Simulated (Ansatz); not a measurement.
A nudged elastic band was laid between two geometries of a periodic cell of 17 atoms, SiW8C8 (surface WC(001), adsorbate Si).

These are results of DFT PBE-D3(BJ), scalar-relativistic, plane waves, PAW in Ansatz, not measurements. Settings: PAW set soft_1, cutoff 420 eV, k mesh 4x4x1, fermi-dirac smearing 0.1 eV, no spin polarisation.

| Property | Result |
| --- | --- |
| movable images | 7 |
| climbing image | yes |
| spring | 1.0 eV/Å² |
| optimiser | quadratic models (default) |
| start path | straight line |
| force threshold | 0.03 eV/Å |
| iteration limit | 59 |
| end points | relaxed |
| atoms held | 1, 5, 9, 13 |

First end point:

```xyz
17
Lattice="5.6981 0.0000 0.0000 -2.8491 4.9347 0.0000 0.0000 0.0000 15.1956" Properties=species:S:1:pos:R:3
W 0.000 0.000 1.000
C 1.439 0.831 2.335
W 0.000 0.000 3.744
C 1.348 0.778 5.150
W -1.425 2.467 1.000
C 0.000 3.290 2.365
W -1.432 2.463 3.912
C 0.000 3.290 5.049
W 2.849 0.000 1.000
C 4.259 0.831 2.335
W 2.849 0.008 3.912
C 4.350 0.778 5.150
W 1.425 2.467 1.000
C 2.849 3.273 2.335
W 1.432 2.463 3.912
C 2.849 3.378 5.150
Si 0.000 0.000 6.214
```

Last end point:

Only the atoms that move by more than 0.05 Å are listed.
```
W3 -0.007 -0.004 3.912
C4 1.425 0.822 5.049
W7 -1.424 2.467 3.744
C8 -0.076 3.246 5.150
C12 4.274 0.910 5.150
C16 2.925 3.246 5.150
Si17 -1.424 2.467 6.214
```

**Question.** What changes between the two ends?

**Answer.** Contacts lost: W3–Si17, C4–Si17. Contacts made: W7–Si17, C8–Si17. The atom that moves furthest is Si17, by 2.85 Å; four of its nearest neighbours are C12 1.89, C16 1.89, C4 1.89, W3 2.47 Å at the first end and C16 1.89, C12 1.89, C8 1.89, W7 2.47 Å at the last.

**Question.** What energy profile does the band end with?

**Answer.** The forces met the threshold. The highest image is number 2 of 0 to 8, 0.97 eV above the ends, which have the same energy within 2 meV. The profile has 2 maxima (images 2, 6) with wells between them (image 4): this band takes more than one step, which may be the mechanism or a detour left from its start path. By the program's own check the climbing image is a first-order saddle point (lowest curvatures found: -4.59 and 2.71 eV/Å²). Limits of this set-up: coarse k mesh, thin slab, slab without dipole correction.

| image | path coordinate (Å) | energy (eV) | W3–Si17 (Å) | C4–Si17 (Å) | W7–Si17 (Å) |
| --- | --- | --- | --- | --- | --- |
| 0 | 0.00 | 0.00 | 2.47 | 1.89 | 3.66 |
| 1 | 0.44 | 0.57 | 2.55 | 1.85 | 3.48 |
| 2 | 0.87 | 0.97 | 2.66 | 1.85 | 3.28 |
| 3 | 1.33 | 0.54 | 2.70 | 1.85 | 2.99 |
| 4 | 1.79 | 0.03 | 2.77 | 1.86 | 2.77 |
| 5 | 2.25 | 0.46 | 2.97 | 2.18 | 2.71 |
| 6 | 2.70 | 0.97 | 3.25 | 2.71 | 2.66 |
| 7 | 3.16 | 0.61 | 3.47 | 3.12 | 2.55 |
| 8 | 3.62 | 0.00 | 3.66 | 3.49 | 2.47 |

**Question.** What is the geometry of the highest image?

**Answer.** 
```xyz
17
Lattice="5.6981 0.0000 0.0000 -2.8491 4.9347 0.0000 0.0000 0.0000 15.1956" Properties=species:S:1:pos:R:3
W 0.000 0.000 1.000
C 1.433 0.826 2.336
W 0.000 -0.012 3.811
C 1.405 0.763 5.128
W -1.425 2.467 1.000
C 0.000 3.295 2.348
W -1.423 2.467 3.883
C -0.001 3.269 5.067
W 2.849 0.000 1.000
C 4.265 0.826 2.336
W 2.849 0.006 3.897
C 4.292 0.762 5.129
W 1.425 2.467 1.000
C 2.849 3.285 2.333
W 1.423 2.467 3.882
C 2.848 3.306 5.035
Si -0.001 0.816 6.334
```

Run time: 20 min on 4 threads of Arm Neoverse V1, with other jobs on the host, peak memory 3.2 GiB.
